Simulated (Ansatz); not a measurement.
Crystal: Hf2Pd2Se2Br2O3.

```
Hf Pd Se Br O
1.0
     5.60663   -0.09346   -0.01409
     1.61393    5.33512    0.00251
     1.36916    1.91529    8.31543
Hf Pd Se Br O
2 2 2 2 3
Direct
  0.23317 0.65161 0.02284
  0.76683 0.34839 0.97716
  0.00000 0.50000 0.50000
  0.00000 0.00000 0.50000
  0.02419 0.33917 0.25331
  0.97581 0.66083 0.74669
  0.50000 0.50000 0.50000
  0.50000 0.00000 0.50000
  0.44792 0.35724 0.92101
  0.55208 0.64276 0.07899
  0.00000 0.00000 0.00000
```

The cell was built by a generator and needn't be a form met in nature.

Base run:

```yaml
Program: Ansatz 0.2.0
Functional: RPBE
Potentials_or_basis: Ansatz PAW
Cutoff: "420 eV (not typed: the program's choice for these potentials)"
k_mesh: 5 × 5 × 4
Occupations: fermi-dirac, width 0.05 eV
Spin: no spin polarisation
```

Its results: band gap on the k mesh none (metal or under the smearing width); pressure 2.3 GPa; largest force 0.224 eV/Å.

Task: The run is repeated on the same cell with these changes: functional from RPBE to PBE; potentials or basis from Ansatz PAW to Ansatz PAW earlier set; cutoff from 420 eV (not typed: the program's choice for these potentials) to 900 eV; valence electrons from 152 to 172. What comes out?

Result: Band gap on the k mesh none (metal or under the smearing width); pressure -0.1 GPa; largest force 0.037 eV/Å.

Caveats: spin-orbit coupling is left out, which moves the levels of the heavy elements (some runs); the PAW data sets come from PBE, with cores solved anew for the run's functional, which leaves a small shift of forces and pressure (some runs).
